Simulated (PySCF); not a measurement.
# NaCd with other numerical set-ups

Aim: see how much the energy and properties of NaCd depend on the numerical set-up.

Computed with PySCF 2.14.0. Level: each script names its method and basis.

2 further runs of the same task are left out: 2 for a known fault of the program.

## 1. The starting structure

NaCd: 2 atoms, charge 0, spin multiplicity 2.

Bond lengths: Na1–Cd2 2.678 Å.

## 2. The base run

The input, input.py:

```python
from pyscf import gto, scf

mol = gto.M(
    atom='Na 0 0 0; Cd 0 0 2.678',
    basis='def2-svpd',
    ecp={'Cd': 'def2-svpd'},
    charge=0,
    spin=1,
    verbose=4,
)
mf = scf.UHF(mol)
mf.kernel()
mf.nuc_grad_method().kernel()
mf.dip_moment()
print('orbital energies (hartree):', [e[max(0, n-3):n+3].round(4) for e, n in zip(mf.mo_energy, mol.nelec)])
```

Started as:

```console
> OMP_NUM_THREADS=1 python input.py
```

Its log is not repeated here.

It gives: E(SCF) = -328.620200 Eh, 14 cycles, ⟨S²⟩ = 0.794, μ = 0.47 D, gradient on the second atom -0.0271 Eh/bohr.

The bond length is a typed value, not an optimised one.

## 3. Crenbl

Edit 1 changes basis set: def2-svpd → crenbl. The core potential changes with it: totals don't compare.

The input, input.py:

```python
from pyscf import gto, scf

mol = gto.M(
    atom='Na 0 0 0; Cd 0 0 2.678',
    basis='crenbl',
    ecp={'Na': 'crenbl', 'Cd': 'crenbl'},
    charge=0,
    spin=1,
    verbose=4,
)
mf = scf.UHF(mol)
mf.kernel()
mf.nuc_grad_method().kernel()
mf.dip_moment()
print('orbital energies (hartree):', [e[max(0, n-3):n+3].round(4) for e, n in zip(mf.mo_energy, mol.nelec)])
```

Started as:

```console
> OMP_NUM_THREADS=1 python input.py
```

## 4. Density fitting weigend

Edit 2 changes density fitting: none → weigend.

Changes to input.py since step 2:

```diff
@@ -11,2 +11,3 @@
 mf = scf.UHF(mol)
+mf = mf.density_fit(auxbasis='weigend')
 mf.kernel()
```

## 5. Def2-svp

Edit 3 changes basis set: def2-svpd → def2-svp.

Changes to input.py since step 2:

```diff
@@ -4,4 +4,4 @@
     atom='Na 0 0 0; Cd 0 0 2.678',
-    basis='def2-svpd',
-    ecp={'Cd': 'def2-svpd'},
+    basis='def2-svp',
+    ecp={'Cd': 'def2-svp'},
     charge=0,
```

Before running it: what results should come out? Wanted: for each run, E(SCF); from base; gap, α spin; SCF dipole.

The runs gave:

| run | E(SCF) (hartree) | from base (eV) | cycles | gap, α spin (eV) | SCF dipole (D) | functions |
| --- | --- | --- | --- | --- | --- | --- |
| base | -328.620200 | 0 | 14 | 4.81 | 0.47 | 52 |
| crenbl | -213.375120 | not comparable | 14 | 5.38 | 0.15 | 58 |
| density fitting weigend | -327.804762 | +22.1892 | 14 | 4.87 | 0.54 | 52 |
| def2-svp | -328.619278 | +0.0251 | 13 | 5.21 | 0.26 | 46 |

**Reading.** The largest comparable shift of the SCF energy, +22.189 eV, comes with the run “density fitting weigend”. def2-svp (46 functions) gives an energy 0.03 eV higher than def2-svpd (52).
